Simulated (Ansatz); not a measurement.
# NbRu3C (Pm-3m) in Ansatz: settings compared

The runs below take NbRu3C through projected density of states, with LDA, PBE, PBEsol.

Everything below comes from runs of Ansatz 0.2.0. Logs are shortened: lines on timing, memory, paths and dates and some standing lists are left out, and cuts for length are marked.

## (1) The structure

It takes space group Pm-3m (No. 221, cubic). The conventional cell has a = 4.065 Å, b = 4.065 Å, c = 4.065 Å, α = 90.00°, β = 90.00°, γ = 90.00°. Ru (site symmetry 4/mmm) has 2 C at 2.03 Å as nearest neighbours. Nb (site symmetry m-3m) is surrounded by 12 Ru at 2.87 Å. C (site symmetry m-3m) has 6 Ru at 2.03 Å as nearest neighbours.

The cell comes from a database or a generator and needn't be the stable form of this composition.

## (2) Projected density of states, LDA

input.yaml

```yaml
crystal:
  lattice:
    - [4.065138, 0.0, 0.0]
    - [0.0, 4.065138, 0.0]
    - [0.0, 0.0, 4.065138]
  atoms:
    - { symbol: Ru, position: [0.5, 0.5, 0.0] }
    - { symbol: Ru, position: [0.5, 0.0, 0.5] }
    - { symbol: Ru, position: [0.0, 0.5, 0.5] }
    - { symbol: Nb, position: [0.0, 0.0, 0.0] }
    - { symbol: C, position: [0.5, 0.5, 0.5] }
hamiltonian:
  xc: lda
  pseudopotentials: { kind: paw }
kpoints:
  mp_grid: { grid: [7, 7, 7] }
scf:
  occupations: { method: fermi_dirac, width: 0.05 }
  n_extra_bands: 12
output:
  forces: true
  stress: true
  eigenvalues: true
  dos: { projected: true, de: 0.05, nscf_kmesh: { grid: [11, 11, 11] } }
```

Potentials or basis: Ansatz PAW.

Command:

```console
ansatz run input.yaml --threads 2 --pin off --max-ram 5632MiB --backend cpu --events-out ev --progress --plain --runs-dir out
```

Output:

```text
Warning: RAYON_NUM_THREADS=2 ignored (pool sized by the plan → 2); use --threads N
scf.n_extra_bands = 12 over 33 filled bands (N_el = 65.0): the run solves 45 bands
Engine: ansatz 0.2.0, aarch64-unknown-linux-gnu
Pseudopotentials: kind: paw
Pseudopotential: Ru, paw, valence charge 16, recommended cutoff 420 eV (normal), Ru.paw.azcp
Pseudopotential: Nb, paw, valence charge 13, recommended cutoff 420 eV (normal), Nb.paw.azcp
Pseudopotential: C, paw, valence charge 4, recommended cutoff 420 eV (normal), C.paw.azcp
Functional definition: SPW92
  exchange = slater_x
  correlation = pw_c
Crystal: 5 atoms, lattice volume = 67.178 Å³
Basis set: ecut = 420 eV, 1357 PW (Γ)
Bands: 45, of which v1, the nominal top of the filled ones, is band 33 counted from 1 (32 counted from 0)
Symmetry: 48 space group operations
Space group: Pm-3m (ITA 221), of the structure as read, at distance tolerance 4.1e-5 Å
k-points: 20 of 343
Non-local potential: Ru, projectors of the file, l = 0: 3, l = 1: 2, l = 2: 2, l = 3: 1
Non-local potential: Nb, projectors of the file, l = 0: 3, l = 1: 2, l = 2: 2, l = 3: 1
Non-local potential: C, projectors of the file, l = 0: 2, l = 1: 2, l = 2: 1
PAW form: soft (Blöchl's): semilocal exchange-correlation on the pseudo side does not see the compensation charge
PAW frozen core: Ru, regenerated for the run's functional, and the local potential with it (the file was generated under x = pbe(κ = 0.804, μ = 0.2195149727645171), c = pbe(β = 0.06672455060314922))
PAW frozen core: Nb, regenerated for the run's functional, and the local potential with it (the file was generated under x = pbe(κ = 0.804, μ = 0.2195149727645171), c = pbe(β = 0.06672455060314922))
PAW frozen core: C, regenerated for the run's functional, and the local potential with it (the file was generated under x = pbe(κ = 0.804, μ = 0.2195149727645171), c = pbe(β = 0.06672455060314922))
PAW one-centre angular grid: Ru, 590 points (default); XC on 64 Gauss nodes
PAW one-centre angular grid: Nb, 590 points (default); XC on 64 Gauss nodes
PAW one-centre angular grid: C, 110 points (default); XC on 64 Gauss nodes
Initial density: superposition of atomic densities (neutral atoms: chi_scale 0, normalization atom), corrected by the library's trained network
Initial wavefunctions: pseudopotential atomic-orbital guess
Functional: x = slater, c = lda
SCF iter   1: F=—  HF=-21960.538041 eV  |F-HF|=—  |Δ(HF+E_count)|=         —  Δρ=1.13e-2  dr2=2.55e-2  ethr=1.77e-3  ⟨swp⟩=5.5  Hψ=3429  notcnv=0  defer=10
preconditioner: auto → Kerker (q_TF=auto, 2.713 Å⁻¹)  [metal: Δε(μ)=0.050 eV  Ē_g=7.867 eV  σ=0.050 eV  W_gap=0.24  n_scr=26 (ndim 8)  ℏωp=26.0 eV  f_vac=0.000  D(μ)=2.67/eV (n_scr^D=26)]
SCF iter   2: F=—  HF=-21960.535074 eV  |F-HF|=—  |Δ(HF+E_count)|=   2.97e-3  Δρ=6.08e-3  dr2=8.61e-3  ethr=3.92e-5  ⟨swp⟩=2.1  Hψ=1204  notcnv=0  defer=23
SCF iter   3: F=—  HF=-21960.533262 eV  |F-HF|=—  |Δ(HF+E_count)|=   1.81e-3  Δρ=4.44e-4  dr2=1.36e-4  ethr=1.32e-5  ⟨swp⟩=1.9  Hψ=958  notcnv=0  defer=23
SCF iter   4: F=—  HF=-21960.533230 eV  |F-HF|=—  |Δ(HF+E_count)|=   3.24e-5  Δρ=1.17e-4  dr2=8.76e-6  ethr=2.10e-7  ⟨swp⟩=2.1  Hψ=1396  notcnv=0  defer=23
SCF iter   5: F=—  HF=-21960.533224 eV  |F-HF|=—  |Δ(HF+E_count)|=   5.71e-6  Δρ=2.07e-5  dr2=1.79e-7  ethr=1.35e-8  ⟨swp⟩=1.6  Hψ=956  notcnv=0  defer=23
SCF iter   6: F=-21960.533224 eV  HF=-21960.533224 eV  |F-HF|=1.16e-8  |Δ(HF+E_count)|=   4.14e-8  Δρ=5.12e-6  dr2=2.15e-8  ethr=1.54e-10  ⟨swp⟩=8.7  Hψ=3316  notcnv=0
SCF 1 converged in 6 iterations: F = -21960.533224 eV  dr2 = 2.15e-8
NSCF: frozen V_eff on 56 k-points
SCF converged after 6 iterations
Free energy (F): -21960.533224 eV
Harris-Foulkes:  -21960.533224 eV  (|F-HF|=1.16e-8)
Internal energy: -21960.510378 eV  (E = F + TS)
E sigma→0 (E₀):  -21960.521801 eV
Entropy (-TS):   -0.022845 eV (-4.569 meV/atom)
Fermi energy:    20.365724 eV
--- Per-component energies (eV) ---
  E_band       = -334.259993
  E_kinetic    = 2022.839890
  E_local      = -5102.263996  (includes V_loc(G=0)·N_el)
  E_nonlocal   = 1197.291356
  E_hartree    = 1663.100803
  E_xc         = -789.242569
  E_vxc        = -986.697861  (∫ρ·V_xc dr)
  E_paw        = -13080.201001  (= ΣΔE_a)
  E_vpaw       = -791.634457  (= ΣTr[D̂ρ^β])
  E_aug_tail   = -0.000671  (compensation charges beyond the density's cutoff)
  E_ewald      = -7874.237771
  E_core_change = 2.203582  (= ΣΔE_core)
  E_smearing   = -0.022845  (= −TS)
  E_closure    = 0.000000  (closes the sum)
  Σ components = -21960.533224   (vs F -21960.533224, Δ=0.00e0)
--- Forces (eV/Å), atoms counted from 1 ---
  atom   1  Ru     0.00000000    -0.00000000     0.00000000
  atom   2  Ru    -0.00000000    -0.00000000     0.00000000
  atom   3  Ru     0.00000000     0.00000000    -0.00000000
  atom   4  Nb     0.00000000     0.00000000     0.00000000
  atom   5  C      0.00000000     0.00000000     0.00000000
  max |Σ_I F_I| component: 6.84e-29 eV/Å
--- Stress (GPa, compression-positive) ---
      -16.863273       0.000000       0.000000
        0.000000     -16.863273       0.000000
        0.000000       0.000000     -16.863273
  P = ⅓ Tr σ = -16.8633 GPa (-168.633 kbar)
--- Band table (eV; the first three rows and the last of 20) ---
  k-point 0: bands = ["-52.7528", "-52.6715", "-52.6715", "-35.5002", "-23.2325", "-23.2325", "-23.2325", "-22.5690", "-22.5690", "-22.5690", "-22.5673", "-22.5673", "-22.5673", "-11.5526", "-11.5526", "-11.5526", "5.9497", "13.4470", "14.8041", "14.8041", "14.8322", "14.8322", "14.8322", "17.1253", "17.1253", "17.1253", "17.8077", "17.8077", "17.8077", "18.9864", "18.9864", "20.9912", "21.0112", "21.0112", "21.0112", "22.1985", "22.1985", "23.3041", "23.3041", "23.3041", "25.5153", "25.5153", "25.5153", "26.8251", "30.7030"]
  k-point 1: bands = ["-52.7492", "-52.6750", "-52.6714", "-35.5003", "-23.2269", "-23.2269", "-23.2224", "-22.5800", "-22.5742", "-22.5742", "-22.5683", "-22.5678", "-22.5678", "-11.5609", "-11.5544", "-11.5544", "6.1070", "13.6554", "14.8775", "14.8775", "14.9313", "14.9464", "14.9894", "16.0343", "16.9851", "16.9851", "17.6385", "18.0111", "18.0111", "19.0094", "19.3957", "20.7823", "21.0118", "21.0443", "21.0443", "22.0756", "22.1461", "22.4983", "22.4983", "23.2932", "25.1534", "26.3381", "26.3381", "26.9035", "29.4862"]
  k-point 2: bands = ["-52.7396", "-52.6847", "-52.6714", "-35.5005", "-23.2138", "-23.2138", "-23.1985", "-22.6061", "-22.5879", "-22.5879", "-22.5706", "-22.5671", "-22.5671", "-11.5796", "-11.5584", "-11.5584", "6.5076", "14.0307", "14.6244", "14.9767", "14.9767", "15.2064", "15.3272", "15.4853", "16.8045", "16.8045", "17.2108", "18.4024", "18.4024", "19.0389", "19.1521", "20.2016", "21.0131", "21.1399", "21.1399", "21.2548", "21.2548", "21.6719", "21.8382", "23.2716", "25.2200", "26.8857", "27.6026", "27.6026", "28.6056"]
  k-point 19: bands = ["-52.7011", "-52.6971", "-52.6971", "-35.4985", "-23.5345", "-22.9876", "-22.9876", "-22.7610", "-22.7600", "-22.7600", "-22.4492", "-22.4492", "-22.4469", "-11.5708", "-11.5675", "-11.5675", "9.1431", "11.9791", "11.9791", "12.1725", "15.1812", "16.1877", "16.2480", "16.2480", "17.4147", "17.4147", "17.5948", "18.3309", "18.3309", "19.5717", "19.5717", "20.0480", "20.7920", "21.2970", "21.3430", "21.3430", "21.4938", "21.4938", "22.9028", "22.9028", "25.6103", "25.6103", "26.0044", "29.0192", "29.2455"]
```

Wall time 4.9 s (2 threads of Arm Neoverse V2, shared host); peak memory 0.36 GiB.

Results:

| Item | Value |
| --- | --- |
| Free energy | -21960.5332 eV |
| Pressure | -16.9 GPa |
| Band gap on the k mesh | none (metal or under the smearing width) |
| Density of states at the Fermi level | 3.58 states/eV per cell |

States per cell in windows of 0.5 eV (zero at the Fermi level; states under -8 eV left out):
| from (eV) | total | Ru 4d | Nb 4d | C 2p | Ru 5s | Nb 5s | C 2s |
| --- | --- | --- | --- | --- | --- | --- | --- |
| -8.0 | 0.95 | 0.41 | 0.02 | 0.42 | 0.07 | 0.00 | 0.01 |
| -7.5 | 1.01 | 0.40 | 0.02 | 0.46 | 0.07 | 0.01 | 0.02 |
| -7.0 | 0.90 | 0.36 | 0.02 | 0.37 | 0.07 | 0.03 | 0.03 |
| -6.5 | 1.15 | 0.50 | 0.03 | 0.41 | 0.09 | 0.06 | 0.03 |
| -6.0 | 1.51 | 0.82 | 0.07 | 0.45 | 0.07 | 0.04 | 0.01 |
| -5.5 | 1.40 | 0.82 | 0.17 | 0.13 | 0.13 | 0.12 | 0.00 |
| -5.0 | 2.15 | 1.39 | 0.29 | 0.06 | 0.18 | 0.19 | 0.00 |
| -4.5 | 2.42 | 1.62 | 0.50 | 0.07 | 0.15 | 0.05 | 0.00 |
| -4.0 | 3.67 | 2.62 | 0.54 | 0.26 | 0.15 | 0.02 | 0.01 |
| -3.5 | 2.80 | 2.05 | 0.40 | 0.17 | 0.09 | 0.02 | 0.00 |
| -3.0 | 2.57 | 2.00 | 0.36 | 0.05 | 0.08 | 0.03 | 0.00 |
| -2.5 | 2.53 | 1.86 | 0.44 | 0.03 | 0.10 | 0.05 | 0.00 |
| -2.0 | 3.47 | 2.69 | 0.54 | 0.04 | 0.08 | 0.05 | 0.00 |
| -1.5 | 2.16 | 1.82 | 0.18 | 0.03 | 0.05 | 0.03 | 0.00 |
| -1.0 | 0.81 | 0.71 | 0.04 | 0.00 | 0.01 | 0.01 | 0.00 |
| -0.5 | 0.96 | 0.74 | 0.17 | 0.01 | 0.01 | 0.00 | 0.00 |
| 0.0 | 2.50 | 1.40 | 0.88 | 0.13 | 0.01 | 0.01 | 0.04 |
| 0.5 | 4.12 | 1.75 | 2.01 | 0.20 | 0.05 | 0.03 | 0.02 |
| 1.0 | 3.58 | 1.82 | 1.16 | 0.29 | 0.18 | 0.02 | 0.02 |
| 1.5 | 1.96 | 0.86 | 0.64 | 0.21 | 0.15 | 0.02 | 0.02 |
| 2.0 | 1.47 | 0.54 | 0.59 | 0.18 | 0.08 | 0.02 | 0.01 |
| 2.5 | 0.93 | 0.34 | 0.38 | 0.13 | 0.03 | 0.01 | 0.01 |
| 3.0 | 0.33 | 0.12 | 0.06 | 0.09 | 0.01 | 0.01 | 0.00 |
| 3.5 | 0.34 | 0.10 | 0.06 | 0.07 | 0.02 | 0.03 | 0.00 |
| 4.0 | 0.33 | 0.07 | 0.04 | 0.03 | 0.02 | 0.12 | 0.00 |
| 4.5 | 0.55 | 0.11 | 0.04 | 0.08 | 0.05 | 0.14 | 0.00 |
| 5.0 | 0.97 | 0.17 | 0.04 | 0.14 | 0.13 | 0.23 | 0.02 |
| 5.5 | 0.67 | 0.13 | 0.03 | 0.12 | 0.07 | 0.07 | 0.02 |
| 6.0 | 1.43 | 0.28 | 0.03 | 0.22 | 0.17 | 0.12 | 0.15 |
| 6.5 | 1.11 | 0.22 | 0.02 | 0.18 | 0.14 | 0.04 | 0.15 |
| 7.0 | 0.86 | 0.13 | 0.02 | 0.12 | 0.14 | 0.01 | 0.08 |
| 7.5 | 0.42 | 0.04 | 0.01 | 0.03 | 0.09 | 0.00 | 0.02 |

Caveat: the PAW data sets come from PBE, with cores solved anew for the run's functional, which leaves a small shift of forces and pressure; the density of states is complete only up to the lowest level of the last band computed.

## (3) Projected density of states, PBE

input.yaml: that of step 2 with these lines changed.

```diff
@@ -12,3 +12,3 @@
 hamiltonian:
-  xc: lda
+  xc: pbe
   pseudopotentials: { kind: paw }
```

Potentials or basis: Ansatz PAW.

Command:

```console
ansatz run input.yaml --threads 2 --pin off --max-ram 5632MiB --backend cpu --events-out ev --progress --plain --runs-dir out
```

Wall time 4.8 s (2 threads of Arm Neoverse V2, shared host); peak memory 0.37 GiB.

The run converged. Its results:

```
Free energy                          : -22439.4954 eV
Pressure                             : -3.4 GPa
Band gap on the k mesh               : none (metal or under the smearing width)
Density of states at the Fermi level : 3.58 states/eV per cell
```

Levels at points of the mesh, in eV from the Fermi level:
| k point | band 29 | band 30 | band 31 | band 32 | band 33 | band 34 | band 35 | band 36 |
| --- | --- | --- | --- | --- | --- | --- | --- | --- |
| (0.00, 0.00, 0.00) | -2.55 | -1.38 | -1.38 | 0.61 | 0.65 | 0.65 | 0.65 | 1.83 |

States per cell in windows of 0.5 eV (zero at the Fermi level; states under -8 eV left out):
| from (eV) | total | Ru 4d | Nb 4d | C 2p | Ru 5s | Nb 5s | C 2s |
| --- | --- | --- | --- | --- | --- | --- | --- |
| -8.0 | 1.03 | 0.44 | 0.02 | 0.46 | 0.07 | 0.01 | 0.01 |
| -7.5 | 0.98 | 0.39 | 0.02 | 0.44 | 0.07 | 0.01 | 0.02 |
| -7.0 | 0.95 | 0.38 | 0.02 | 0.37 | 0.08 | 0.04 | 0.03 |
| -6.5 | 1.17 | 0.53 | 0.03 | 0.42 | 0.08 | 0.05 | 0.03 |
| -6.0 | 1.72 | 0.97 | 0.11 | 0.44 | 0.09 | 0.05 | 0.01 |
| -5.5 | 1.28 | 0.75 | 0.16 | 0.06 | 0.14 | 0.15 | 0.00 |
| -5.0 | 2.22 | 1.45 | 0.32 | 0.07 | 0.18 | 0.16 | 0.00 |
| -4.5 | 2.65 | 1.77 | 0.56 | 0.08 | 0.16 | 0.04 | 0.00 |
| -4.0 | 3.81 | 2.74 | 0.50 | 0.33 | 0.13 | 0.02 | 0.01 |
| -3.5 | 2.77 | 2.12 | 0.40 | 0.08 | 0.08 | 0.03 | 0.00 |
| -3.0 | 2.34 | 1.78 | 0.34 | 0.05 | 0.08 | 0.03 | 0.00 |
| -2.5 | 2.64 | 1.93 | 0.48 | 0.04 | 0.09 | 0.05 | 0.00 |
| -2.0 | 3.62 | 2.88 | 0.50 | 0.04 | 0.08 | 0.05 | 0.00 |
| -1.5 | 1.57 | 1.33 | 0.11 | 0.02 | 0.04 | 0.02 | 0.00 |
| -1.0 | 0.80 | 0.71 | 0.04 | 0.00 | 0.01 | 0.01 | 0.00 |
| -0.5 | 1.18 | 0.85 | 0.27 | 0.02 | 0.01 | 0.00 | 0.01 |
| 0.0 | 2.70 | 1.43 | 1.04 | 0.14 | 0.01 | 0.01 | 0.04 |
| 0.5 | 4.04 | 1.71 | 1.95 | 0.22 | 0.06 | 0.03 | 0.02 |
| 1.0 | 3.58 | 1.83 | 1.11 | 0.30 | 0.21 | 0.02 | 0.02 |
| 1.5 | 1.81 | 0.75 | 0.63 | 0.19 | 0.14 | 0.02 | 0.02 |
| 2.0 | 1.44 | 0.52 | 0.59 | 0.18 | 0.07 | 0.02 | 0.01 |
| 2.5 | 0.69 | 0.25 | 0.25 | 0.12 | 0.03 | 0.00 | 0.01 |
| 3.0 | 0.33 | 0.11 | 0.06 | 0.09 | 0.02 | 0.01 | 0.00 |
| 3.5 | 0.30 | 0.08 | 0.05 | 0.05 | 0.02 | 0.04 | 0.00 |
| 4.0 | 0.37 | 0.08 | 0.04 | 0.04 | 0.02 | 0.13 | 0.00 |
| 4.5 | 0.63 | 0.12 | 0.04 | 0.09 | 0.06 | 0.15 | 0.00 |
| 5.0 | 0.97 | 0.18 | 0.03 | 0.15 | 0.13 | 0.21 | 0.04 |
| 5.5 | 0.71 | 0.13 | 0.03 | 0.13 | 0.08 | 0.05 | 0.02 |
| 6.0 | 1.54 | 0.32 | 0.03 | 0.25 | 0.18 | 0.12 | 0.18 |
| 6.5 | 1.04 | 0.20 | 0.02 | 0.16 | 0.14 | 0.03 | 0.13 |
| 7.0 | 0.74 | 0.11 | 0.01 | 0.10 | 0.11 | 0.00 | 0.05 |
| 7.5 | 0.34 | 0.02 | 0.01 | 0.02 | 0.08 | 0.00 | 0.01 |

Caveat: the density of states is complete only up to the lowest level of the last band computed.

## (4) Projected density of states, PBEsol

input.yaml: that of step 3 with these lines changed.

```diff
@@ -12,3 +12,3 @@
 hamiltonian:
-  xc: pbe
+  xc: pbesol
   pseudopotentials: { kind: paw }
```

Command:

```console
ansatz run input.yaml --threads 2 --pin off --max-ram 5632MiB --backend cpu --events-out ev --progress --plain --runs-dir out
```

It took 5 s on 2 threads of Arm Neoverse V2, shared host; peak memory 0.37 GiB.

It converged, with:

| Property | Result |
| --- | --- |
| Free energy | -22191.8660 eV |
| Pressure | -11.8 GPa |
| Band gap on the k mesh | none (metal or under the smearing width) |
| Density of states at the Fermi level | 3.51 states/eV per cell |

Levels at points of the mesh, in eV from the Fermi level:
```tsv
k point	band 29	band 30	band 31	band 32	band 33	band 34	band 35	band 36
(0.00, 0.00, 0.00)	-2.56	-1.39	-1.39	0.62	0.65	0.65	0.65	1.84
```

States per cell in windows of 1 eV (zero at the Fermi level; states under -8 eV left out):
```
from (eV)  total  Ru 4d  Nb 4d  C 2p  Ru 5s  Nb 5s  C 2s
     -8.0   2.00   0.82   0.04  0.90   0.14   0.02  0.04
     -7.0   2.16   0.95   0.05  0.80   0.15   0.09  0.05
     -6.0   3.06   1.77   0.29  0.45   0.24   0.23  0.01
     -5.0   4.93   3.28   0.91  0.17   0.33   0.18  0.00
     -4.0   6.51   4.83   0.88  0.40   0.21   0.05  0.01
     -3.0   4.99   3.69   0.84  0.08   0.17   0.08  0.01
     -2.0   5.04   4.11   0.58  0.05   0.11   0.07  0.00
     -1.0   2.04   1.58   0.34  0.03   0.02   0.01  0.01
      0.0   6.68   3.10   2.97  0.36   0.07   0.05  0.06
      1.0   5.38   2.57   1.73  0.49   0.35   0.04  0.05
      2.0   2.10   0.76   0.83  0.30   0.09   0.02  0.02
      3.0   0.63   0.19   0.11  0.14   0.03   0.05  0.01
      4.0   1.06   0.21   0.08  0.14   0.09   0.29  0.01
      5.0   1.69   0.31   0.06  0.28   0.20   0.26  0.07
      6.0   2.54   0.51   0.05  0.40   0.31   0.15  0.31
      7.0   1.09   0.13   0.02  0.12   0.21   0.01  0.06
```

Caveat: the PAW data sets come from PBE, with cores solved anew for the run's functional, which leaves a small shift of forces and pressure; the density of states is complete only up to the lowest level of the last band computed.

## (5) The runs side by side

| level | gap on the mesh (eV) | pressure (GPa) |
| --- | --- | --- |
| LDA | none | -16.9 |
| PBE | none | -3.4 |
| PBEsol | none | -11.8 |

Alike in all rows: task projected density of states; potentials or basis Ansatz PAW; no spin polarisation; cell as given; k mesh 7 × 7 × 7; cutoff (eV) 420; smearing fermi-dirac 0.05 eV.

Every run on the cell as given and a fine mesh finds a metal. The pressure there spans -16.9 GPa (LDA) to -3.4 GPa (PBE); a positive pressure means that this level wants a larger cell, a negative one a smaller.

Caveats: the density of states is complete only up to the lowest level of the last band computed; the PAW data sets come from PBE, with cores solved anew for the run's functional, which leaves a small shift of forces and pressure (some runs).

Total energies depend on the potentials used, so only differences within one code and one set of settings carry meaning.
